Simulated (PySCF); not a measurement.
# AsBH4: the cost of one run

Computed with PySCF 2.14.0 and routines of our own; the level stands in each step. Atoms count from 0.

## 1. The starting structure

6 atoms, charge 0, multiplicity 1; geometry from: GFN2-xTB.

## 2. Geometry optimisation at PBE0-D3(BJ)/def2-SVP

Job settings and geometry (Å):

```
{"job": {"xc": "PBE0", "basis": "def2-SVP", "d3": "d3bj", "grid": 1, "maxiter": 30, "shake": 0.01, "kind": "geom"}, "charge": 0, "multiplicity": 1}
B      0.920870     0.024270    -0.017620
As    -0.962050    -0.043250    -0.691830
H      1.413880     1.078070     0.131500
H      1.576940    -0.920010     0.096140
H     -1.520150     0.981930     0.235250
H     -1.405330    -1.151020     0.201900
```

Started as:

```
$ OMP_NUM_THREADS=1 python heavy_run.py task.json out
```

The driver reads the jobs from task.json and runs them one after another.

**Question.** How long does this first job take on 1 thread of Arm Neoverse V1, shared host, and how much memory does it need?

About 6.8 s, with a peak of 0.29 GiB.
